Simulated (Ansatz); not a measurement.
# C3H8Cl3NSi: basis-set convergence

The task here is to estimate one member of a computed series from the others.

The runs use Ansatz 0.2.0, Gaussian basis; one geometry, several basis sets.

Plan: PBE0-D4/def2-SVP; ωB97M-V/def2-SVP; PBE0-D4/def2-QZVPP; ωB97M-V/def2-QZVPP; the functionals' def2-TZVPP values are taken from earlier runs.

### Structure used throughout

An earlier PBE0-D4 in a triple-zeta def2 set relaxation fixed the geometry.

SMILES `CC(C)N[Si](Cl)(Cl)Cl`, 16 atoms, charge 0, spin multiplicity 1.

Atoms are counted from 1 here; the program's logs count them from 0.

Bond lengths: C1–C2 1.520 Å, C1–H9 1.092 Å, C1–H10 1.095 Å, C1–H11 1.091 Å, C2–C3 1.520 Å, C2–N4 1.458 Å, C2–H12 1.097 Å, C3–H13 1.095 Å, C3–H14 1.091 Å, C3–H15 1.092 Å, N4–Si5 1.675 Å, N4–H16 1.008 Å, Si5–Cl6 2.041 Å, Si5–Cl7 2.042 Å, Si5–Cl8 2.033 Å. Angles: C2–C1–H9 111.0°, C2–C1–H10 110.4°, C2–C1–H11 110.7°, H9–C1–H10 107.8°, H9–C1–H11 108.6°, H10–C1–H11 108.2°, C1–C2–C3 112.2°, C1–C2–N4 110.9°, C1–C2–H12 108.1°, C3–C2–N4 110.7°, C3–C2–H12 108.1°, N4–C2–H12 106.6°, C2–C3–H13 110.4°, C2–C3–H14 110.7°, C2–C3–H15 111.0°, H13–C3–H14 108.2°, H13–C3–H15 107.8°, H14–C3–H15 108.7° and more.

Set-up of the first run:

in.yaml

```yaml
crystal:
  periodic: [false, false, false]
  atoms:
    - {symbol: C, position_ang: [1.525099, 0.057756, -0.977034]}
    - {symbol: C, position_ang: [0.531091, 0.036104, 0.172483]}
    - {symbol: C, position_ang: [0.925255, -0.957745, 1.252389]}
    - {symbol: N, position_ang: [-0.817664, -0.234877, -0.311449]}
    - {symbol: Si, position_ang: [-2.112374, 0.823367, -0.221140]}
    - {symbol: Cl, position_ang: [-2.532977, 1.363263, 1.702206]}
    - {symbol: Cl, position_ang: [-1.760828, 2.577903, -1.205577]}
    - {symbol: Cl, position_ang: [-3.728275, -0.098012, -1.040317]}
    - {symbol: H, position_ang: [2.529919, 0.296333, -0.620811]}
    - {symbol: H, position_ang: [1.566379, -0.921548, -1.464113]}
    - {symbol: H, position_ang: [1.235038, 0.797855, -1.724566]}
    - {symbol: H, position_ang: [0.507482, 1.035974, 0.621958]}
    - {symbol: H, position_ang: [0.943095, -1.974244, 0.846873]}
    - {symbol: H, position_ang: [0.212674, -0.933105, 2.078369]}
    - {symbol: H, position_ang: [1.921172, -0.736485, 1.642999]}
    - {symbol: H, position_ang: [-0.945076, -1.132538, -0.752280]}
basis:
  gaussian: {orbitals: def2-SVP}
hamiltonian: {xc: pbe0, dispersion: d4}
output: {orbitals: {seedname: orbitals}}
```

On the command line:

```sh
ansatz run in.yaml --threads 4 --pin off --events-out ev --progress --plain --max-ram 41984MiB --backend cpu
```

Steps of the session up to this table: PBE0-D4 in def2-SVP; ωB97M-V in def2-SVP; PBE0-D4 in def2-QZVPP; ωB97M-V in def2-QZVPP.

One table of the session follows, with a row left open; its other results are not shown here.

It belongs to the step «Density functionals: the series». 

| functional | basis | HOMO (eV) | LUMO (eV) |
| --- | --- | --- | --- |
| PBE0-D4 | def2-SVP | -7.46 | 0.79 |
| PBE0-D4 | def2-TZVPP | -7.54 | 0.31 |
| PBE0-D4 | def2-QZVPP | -7.57 | 0.05 |
| ωB97M-V | def2-SVP | -9.75 | 2.81 |
| ωB97M-V | def2-TZVPP | -9.85 | 2.10 |
| ωB97M-V | def2-QZVPP | ? | ? |

Estimate the missing values for ωB97M-V, def2-QZVPP.

**Answer.** HOMO (eV): -9.89; LUMO (eV): 1.46. In the column «HOMO (eV)» it is the lowest.
